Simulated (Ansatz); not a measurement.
TcPt and its elements: a formation energy from the elements, run with Ansatz's Python interface.

`formation_tcpt.py`
```python
"""Heat of formation of TcPt at zero temperature, after relaxing cells and atoms."""

from collections import Counter

import ansatz as az
import numpy as np

FUNCTIONAL = "lda"
KSPACING = 0.14
OCCUPATIONS = "fermi_dirac"
WIDTH_EV = 0.05


def ground_state(name, crystal):
    calc = (
        crystal.calculation()
        .basis(37 * az.Ry)
        .functional(FUNCTIONAL)
        .kpoints(spacing=KSPACING)  # sampling of the Brillouin zone
        .occupations(OCCUPATIONS, width=WIDTH_EV)
        .stress()  # positive in compression
    )
    calc = calc.relax(force_tolerance=0.03, max_steps=60, cell=True)
    return calc.run()


def counts(outcome):
    return Counter(site.symbol for site in outcome.lattice.sites)

def formation_energy(outcome, mu):
    n = counts(outcome)
    return (outcome.report["energy_sigma0_ev"] - sum(k * mu[element] for element, k in n.items())) / sum(n.values())


def volume_per_atom(outcome):
    return abs(np.linalg.det(outcome.lattice.cell_ang)) / len(outcome.lattice.sites)


def main() -> None:
    phases = {}
    tcpt = (
        az.Lattice.from_parameters(2.782706, 2.782706, 4.485865, alpha=90.0, beta=90.0, gamma=120.0)
        .atom("Tc", (2 / 3, 1 / 3, 0.0))
        .atom("Pt", (0.0, 0.0, 0.5))
    )
    phases["TcPt"] = tcpt
    tc = (
        az.Lattice.of((2.74, 0.0, 0.0), (-1.37, 2.37291, 0.0), (0.0, 0.0, 4.398))
        .atom("Tc", (1 / 3, 2 / 3, 0.25))
        .atom("Tc", (2 / 3, 1 / 3, 0.75))
    )
    phases["Tc"] = tc
    pt = (
        az.Lattice.from_parameters(2.773131, 2.773131, 2.773131, alpha=60.0, beta=60.0, gamma=60.0)
        .atom("Pt", (0.0, 0.0, 0.0))
    )
    phases["Pt"] = pt

    done = {name: ground_state(name, crystal) for name, crystal in phases.items()}

    # energy of one atom in its reference phase
    references = {"Tc": "Tc", "Pt": "Pt"}
    mu = {element: done[name].report["energy_sigma0_ev"] / len(done[name].lattice.sites) for element, name in references.items()}

    target = done["TcPt"]
    heat = formation_energy(target, mu)
    for element, value in mu.items():
        print(f"mu({element}) = {value:.4f} eV from {references[element]}, {volume_per_atom(done[references[element]]):.2f} A^3/atom")
    print(f"formation energy of TcPt: {heat:.4f} eV/atom = {96.4853 * heat:.1f} kJ/mol of atoms")


if __name__ == "__main__":
    main()
```

Is TcPt bound against its elements at this level, and by how much?

The formation energy is -0.086 eV an atom (-8.3 kJ per mole of atoms), so TcPt lies below the reference phases.

The run itself:

Output of `python formation_tcpt.py`:
```text
mu(Tc) = -5281.2848 eV from Tc, 13.77 A^3/atom
mu(Pt) = -12244.9902 eV from Pt, 14.76 A^3/atom
formation energy of TcPt: -0.0857 eV/atom = -8.3 kJ/mol of atoms
```

Total energies depend on the potentials; only differences at equal settings carry meaning. Spin-orbit coupling, which matters for elements this heavy, is left out. The cells come from databases of deposited and of computed structures, and not all need be stable phases. The compound is the structure given, not necessarily its lowest; energies are at zero temperature, with no correction for gases. A semilocal functional's error on such energies is often 0.05 to 0.1 eV an atom, and 0.1 to 0.3 eV against gases such as O2 or F2. Finished in 4.6 min on 1 thread of Arm Neoverse N1 (shared host), peak memory 0.55 GiB.
